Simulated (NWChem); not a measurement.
**One shape, several levels: InHSCl2 (SMILES [SH][In]([Cl])[Cl])**

Aim: a comparison of 4 runs (HF/STO-3G, HF/3-21G, HF/def2-SVPD, PBE0/def2-TZVP) of InHSCl2. 

Program for the calculation: NWChem 7.3.0.

### 1 The molecule

InHSCl2: 5 atoms, total charge 0, spin state singlet. As SMILES, `[SH][In]([Cl])[Cl]`. The coordinates come from a PBE0-D4/def2-TZVP relaxation.

Bond lengths: S1–In2 2.354 Å, In2–Cl3 2.303 Å, In2–Cl4 2.309 Å, S1–H5 1.345 Å. Angles: S1–In2–Cl3 121.9°, S1–In2–Cl4 121.0°, Cl3–In2–Cl4 117.1°, In2–S1–H5 92.0°.

### 2 Energy and gradient at HF/STO-3G (run 1)

Contents of cl2hins.xyz:

```xyz
5
Cl2HInS gradient
S     -0.110600     1.747700     0.701600
In     0.321100    -0.459900     0.009300
Cl     2.156400    -1.632500     0.757100
Cl    -1.092700    -1.543300    -1.459500
H     -1.224300     1.814400    -0.049800
```

Contents of run.py:

```python
from ase.io import read
from ase.calculators.nwchem import NWChem

system = read('cl2hins.xyz')

calc = NWChem(
    label='cl2hins',
    theory='scf',
    memory='2200 mb',
    basis='STO-3G',
    basispar='spherical bse',
    scf={'nopen': '0', 'rhf': None, 'thresh': '1e-08', 'maxiter': '80'},
)
system.calc = calc

forces = system.get_forces()
print("Total energy (eV):", round(system.get_potential_energy(), 6))
print("forces (eV/A):")
for s, f in zip(system.symbols, forces):
    print(f"{s:2s} {f[0]:10.5f} {f[1]:10.5f} {f[2]:10.5f}")
print("dipole (e A):", system.get_dipole_moment().round(4))
```

The run is started by

```console
export ASE_NWCHEM_COMMAND="nwchem PREFIX.nwi > PREFIX.nwo"
python run.py
```

The program printed:

```text
Total energy (eV): -190099.391541
forces (eV/A):
S    -0.34093   -0.99563   -0.68972
In    0.00627    0.29707    0.13858
Cl   -0.49370    0.27279   -0.21978
Cl    0.41734    0.27742    0.41400
H     0.41102    0.14840    0.35697
dipole (e A): [-0.2116  0.5343  0.0923]
```

The calculator wrote cl2hins.nwi:

```
title "cl2hins"

permanent_dir cl2hins

scratch_dir cl2hins

start cl2hins

geometry units angstrom nocenter noautosym noautoz
  S  -1.1060000000000000e-01 1.7477000000000000e+00 7.0160000000000000e-01
  In 3.2110000000000000e-01 -4.5989999999999998e-01 9.2999999999999992e-03
  Cl 2.1564000000000001e+00 -1.6325000000000001e+00 7.5710000000000000e-01
  Cl -1.0927000000000000e+00 -1.5432999999999999e+00 -1.4595000000000000e+00
  H  -1.2242999999999999e+00 1.8144000000000000e+00 -4.9799999999999997e-02
end

memory 2200 mb

basis spherical bse noprint
   * library STO-3G
end

scf
  nopen 0
  rhf
  thresh 1e-08
  maxiter 80
end

task scf gradient
```

cl2hins.nwo:

```text
Northwest Computational Chemistry Package (NWChem) 7.3.0
             --------------------------------------------------------

           Job information
           ---------------

    nwchem branch   = 7.3.0
    use scalapack   = T
    input           = cl2hins.nwi
    prefix          = cl2hins.
    data base       = cl2hins/cl2hins.db
    status          = startup
    nproc           =        1

           Memory information
           ------------------

    heap     =     72089594 doubles =      550.0 Mbytes
    stack    =     72089599 doubles =      550.0 Mbytes
    global   =    144179200 doubles =     1100.0 Mbytes (distinct from heap & stack)
    total    =    288358393 doubles =     2200.0 Mbytes
    verify   = yes
    hardfail = no

[... 127 lines left out ...]
 Convergence threshold     :          1.000E-08
[... 12 lines left out ...]
       Final RHF  results
[... 3 lines left out ...]
      One-electron energy = -11050.938996504166
[... 1 line left out ...]
 Nuclear repulsion energy =    688.374105191214
[... 63 lines left out ...]
                       ROHF Final Molecular Orbital Analysis
[... 223 lines left out ...]
    atom               coordinates                        gradient
                 x          y          z           x          y          z
   1 S      -0.209004   3.302674   1.325832    0.006630   0.019362   0.013413
   2 In      0.606791  -0.869085   0.017574   -0.000122  -0.005777  -0.002695
   3 Cl      4.075005  -3.084978   1.430712    0.009601  -0.005305   0.004274
   4 Cl     -2.064904  -2.916414  -2.758055   -0.008116  -0.005395  -0.008051
   5 H      -2.313592   3.428719  -0.094108   -0.007993  -0.002886  -0.006942

                 ----------------------------------------
                 |  Time  |  1-e(secs)   |  2-e(secs)   |
                 ----------------------------------------
                 |  CPU   |       0.00   |       3.24   |
                 ----------------------------------------
                 |  WALL  |       0.00   |       3.24   |
                 ----------------------------------------

 Task  times  cpu:       10.3s     wall:       10.3s
 Total times  cpu:       10.3s     wall:       10.3s
```

Wall time 12 s (1 thread of AMD EPYC 7R43 (Zen 3), shared host); peak memory 0.096 GiB.

### 3 Energy and forces at HF/3-21G (run 2)

Contents of cl2hins.nw:

```
start cl2hins
title "Cl2HInS"
memory 2200 mb

geometry units angstroms noautosym nocenter noautoz
S     -0.110600     1.747700     0.701600
In     0.321100    -0.459900     0.009300
Cl     2.156400    -1.632500     0.757100
Cl    -1.092700    -1.543300    -1.459500
H     -1.224300     1.814400    -0.049800
end

basis "ao basis" spherical bse
* library 3-21G
end

scf
singlet
rhf
thresh 1e-08
maxiter 80
end

task scf gradient
```

The run is started by

```console
nwchem cl2hins.nw > cl2hins.out
```

The program printed:

```text
[...]
  functions       =    72
[...]
  wavefunction    = RHF
[...]
         Total SCF energy =  -7025.640332527772
      One-electron energy = -11077.338935812701
      Two-electron energy =   3363.324498093714
 Nuclear repulsion energy =    688.374105191214
        Time for solution =      7.6s
[...]
                         RHF ENERGY GRADIENTS
    atom               coordinates                        gradient
                 x          y          z           x          y          z
   1 S      -0.209004   3.302674   1.325832    0.003562  -0.018317  -0.005730
   2 In      0.606791  -0.869085   0.017574   -0.004521  -0.000397  -0.003351
   3 Cl      4.075005  -3.084978   1.430712   -0.022825   0.014562  -0.009318
   4 Cl     -2.064904  -2.916414  -2.758055    0.017526   0.012593   0.017843
   5 H      -2.313592   3.428719  -0.094108    0.006258  -0.008441   0.000556
[...]
```

Wall time 13 s (1 thread of AMD EPYC 7R43 (Zen 3), shared host); peak memory 0.092 GiB.

Run 3 isn't shown in full; the table further down has it.

### 4 Energy and forces at PBE0/def2-TZVP (core potential) (run 4)

Contents of work.xyz:

```xyz
5
Cl2HInS
S     -0.110600     1.747700     0.701600
In     0.321100    -0.459900     0.009300
Cl     2.156400    -1.632500     0.757100
Cl    -1.092700    -1.543300    -1.459500
H     -1.224300     1.814400    -0.049800
```

Contents of run.py:

```python
from ase.io import read
from ase.calculators.nwchem import NWChem

molecule = read('work.xyz')

calc = NWChem(
    label='work',
    theory='dft',
    memory='2200 mb',
    basis='def2-TZVP',
    basispar='spherical bse',
    dft={'xc': 'pbe0', 'mult': '1', 'grid': 'fine', 'convergence': 'energy 1e-08', 'iterations': '100', 'mulliken': None},
    **{'ecp bse': {'In library': 'def2-TZVP'}},
)
molecule.calc = calc

forces = molecule.get_forces()
e = molecule.get_potential_energy()
print(f"E = {e:.6f} eV")
print("forces (eV/A):")
for s, f in zip(molecule.symbols, forces):
    print(f"{s:2s} {f[0]:10.5f} {f[1]:10.5f} {f[2]:10.5f}")
print("dipole (e A):", molecule.get_dipole_moment().round(4))
```

The run is started by

```console
export ASE_NWCHEM_COMMAND="nwchem PREFIX.nwi > PREFIX.nwo"
python run.py
```

The program printed:

```text
E = -41063.920421 eV
forces (eV/A):
S    -0.00319    0.01825    0.00427
In    0.00087    0.00298    0.00195
Cl    0.01717   -0.01111    0.00751
Cl   -0.01394   -0.01440   -0.01671
H    -0.00098    0.00427    0.00293
dipole (e A): [-0.1746  0.3107  0.0174]
```

The calculator wrote work.nwi:

```
title "work"

permanent_dir work

scratch_dir work

start work

geometry units angstrom nocenter noautosym noautoz
  S  -1.1060000000000000e-01 1.7477000000000000e+00 7.0160000000000000e-01
  In 3.2110000000000000e-01 -4.5989999999999998e-01 9.2999999999999992e-03
  Cl 2.1564000000000001e+00 -1.6325000000000001e+00 7.5710000000000000e-01
  Cl -1.0927000000000000e+00 -1.5432999999999999e+00 -1.4595000000000000e+00
  H  -1.2242999999999999e+00 1.8144000000000000e+00 -4.9799999999999997e-02
end

memory 2200 mb

basis spherical bse noprint
   * library def2-TZVP
end

dft
  xc pbe0
  mult 1
  grid fine
  convergence energy 1e-08
  iterations 100
  mulliken
end
ecp bse
  In library def2-TZVP
end

task dft gradient
```

work.nwo:

```text
Northwest Computational Chemistry Package (NWChem) 7.3.0
             --------------------------------------------------------

           Job information
           ---------------

    nwchem branch   = 7.3.0
    use scalapack   = T
    input           = work.nwi
    prefix          = work.
    data base       = work/work.db
    status          = startup
    nproc           =        1

           Memory information
           ------------------

    heap     =     72089594 doubles =      550.0 Mbytes
    stack    =     72089599 doubles =      550.0 Mbytes
    global   =    144179200 doubles =     1100.0 Mbytes (distinct from heap & stack)
    total    =    288358393 doubles =     2200.0 Mbytes
    verify   = yes
    hardfail = no

[... 102 lines left out ...]
  convergence criterion.
[... 40 lines left out ...]
          Spatial weights used:  Erf1
[... 74 lines left out ...]
         Total DFT energy =    -1509.071253640497
[... 3 lines left out ...]
 Nuclear repulsion energy =      363.764255093014
[... 1260 lines left out ...]
          Convergence on gradient requested:  5.00D-04
[... 27 lines left out ...]
          total energy or number of iterations.
[... 28 lines left out ...]
    atom               coordinates                        gradient
                 x          y          z           x          y          z
   1 S      -0.209004   3.302674   1.325832    0.000062  -0.000355  -0.000083
   2 In      0.606791  -0.869085   0.017574   -0.000017  -0.000058  -0.000038
   3 Cl      4.075005  -3.084978   1.430712   -0.000334   0.000216  -0.000146
   4 Cl     -2.064904  -2.916414  -2.758055    0.000271   0.000280   0.000325
   5 H      -2.313592   3.428719  -0.094108    0.000019  -0.000083  -0.000057

                 ----------------------------------------
                 |  Time  |  1-e(secs)   |  2-e(secs)   |
                 ----------------------------------------
                 |  CPU   |       0.17   |      53.95   |
                 ----------------------------------------
                 |  WALL  |       0.17   |      53.95   |
                 ----------------------------------------

 Task  times  cpu:      176.1s     wall:      176.1s
 Total times  cpu:      176.2s     wall:      176.2s
```

Run time: 3 min. Hardware: 1 thread of AMD EPYC 7R43 (Zen 3), shared host; peak memory 0.14 GiB.

### 5 All runs side by side

| run | level | core potential | iteration cap | energy (Eh) | dipole moment (D) | HOMO energy (eV) | LUMO energy (eV) | wall time |
| --- | --- | --- | --- | --- | --- | --- | --- | --- |
| 1 | HF/STO-3G | – | 80 | -6986.023842 | 2.80 | -8.14 | 4.71 | 12 s |
| 2 | HF/3-21G | – | 80 | -7025.640333 | 1.94 | -11.47 | 0.35 | 13 s |
| 3 | HF/def2-SVPD (core potential) | def2-SVPD | 80 | -1506.073762 | – | – | – | 85 s |
| 4 | PBE0/def2-TZVP (core potential) | def2-TZVP | 100 | -1509.071254 | 1.71 | -8.29 | -2.47 | 3 min |

### 6 Results

| quantity | value |
| --- | --- |
| run 4: total energy | -1509.07125 Eh |
| run 4: dipole moment | 1.71 D |
| run 4: HOMO energy | -8.29 eV |
| run 4: LUMO energy | -2.47 eV |
| run 4: HOMO–LUMO gap | 5.82 eV |
| run 4: largest force on an atom | 0.026 eV/Å |

Over runs 1, 2, 4 the dipole moment (its size) runs from 1.71 D (PBE0/def2-TZVP) to 2.80 D (HF/STO-3G). The two ends differ in method and basis and core potential. Over runs 1, 2, 4 the HOMO–LUMO gap runs from 5.82 eV (PBE0/def2-TZVP) to 12.86 eV (HF/STO-3G). Some runs of one species differ in core potentials or relativity; totals across that change don't compare. In run 1 the basis is minimal, so the values are rough. In runs 1, 2 relativity is left out where basis or elements ask for it. All runs together took 4.8 min, the longest 3 min.
